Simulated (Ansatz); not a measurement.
**SnH2Cl radical (SMILES [Cl][SnH2]): one structure at several levels**

An exercise on one series of results from a longer session: the logs are not shown, and one member is left open.

Computed with Ansatz 0.2.0, Gaussian basis. Level: single points in def2-TZVPP.

Cores are frozen in the correlated methods. Filled d shells of the heavier atoms are correlated. Core potentials replace the inner electrons past krypton, and spin-orbit coupling is left out. Orbitals are unrestricted.

### Where the work starts

4 atoms, charge 0, spin multiplicity 2.

Atoms are counted from 1 here; the program's logs count them from 0.

Bond lengths: Cl1–Sn2 2.367 Å, Sn2–H3 2.008 Å, Sn2–H4 1.959 Å. Angles: Cl1–Sn2–H3 105.9°, Cl1–Sn2–H4 105.5°, H3–Sn2–H4 106.0°.

As a file:

```
Cl   -1.9720    0.4328   -0.6298
Sn    0.3117   -0.1795   -0.5199
H     0.4188   -1.6639    0.8274
H     1.2263    1.3525    0.2885
```

The first run:

The input, run/in.yaml:

```yaml
crystal:
  periodic: [false, false, false]
  atoms:
    - {symbol: Cl, position_ang: [-1.972000, 0.432800, -0.629800]}
    - {symbol: Sn, position_ang: [0.311700, -0.179500, -0.519900]}
    - {symbol: H, position_ang: [0.418800, -1.663900, 0.827400]}
    - {symbol: H, position_ang: [1.226300, 1.352500, 0.288500]}
basis:
  gaussian: {orbitals: def2-TZVPP}
magnetization: {spin_polarized: true, initial_magnetization: 1}
correlation: {method: ccsd_t}
scf: {omitted_lower_state_checks: [cluster_reference]}
output: {forces: true}
```

No record of the launch command was kept for these runs.

Steps of the session up to this table: CCSD(T)/def2-TZVPP; PBE0-D4/def2-TZVPP; wB97M-V/def2-TZVPP; r2SCAN-D4/def2-TZVPP; PBE-D4/def2-TZVPP; r2SCANh-D4/def2-TZVPP; BLYP-D4/def2-TZVPP.

One of the session's tables, all rows but one given; the rest of the session is left out.

```
    method  RMS force component (eV/Å)  angle to CCSD(T) forces (°)  dipole (D)
   CCSD(T)                       1.031                    reference        2.30
   PBE0-D4                       0.949                          1.2        2.29
   wB97M-V                       1.047                          0.6        2.35
 r2SCAN-D4                       0.920                          3.3        2.22
    PBE-D4                       0.809                          9.8        2.08
r2SCANh-D4                       0.957                          1.5        2.29
   BLYP-D4                           ?                            ?           ?
```

Q: Estimate the row for BLYP-D4 from the others.

**Answer.** RMS force component (eV/Å): 0.765; angle to CCSD(T) forces (°): 20.7; dipole (D): 2.08. In the column «RMS force component (eV/Å)» it is the lowest.
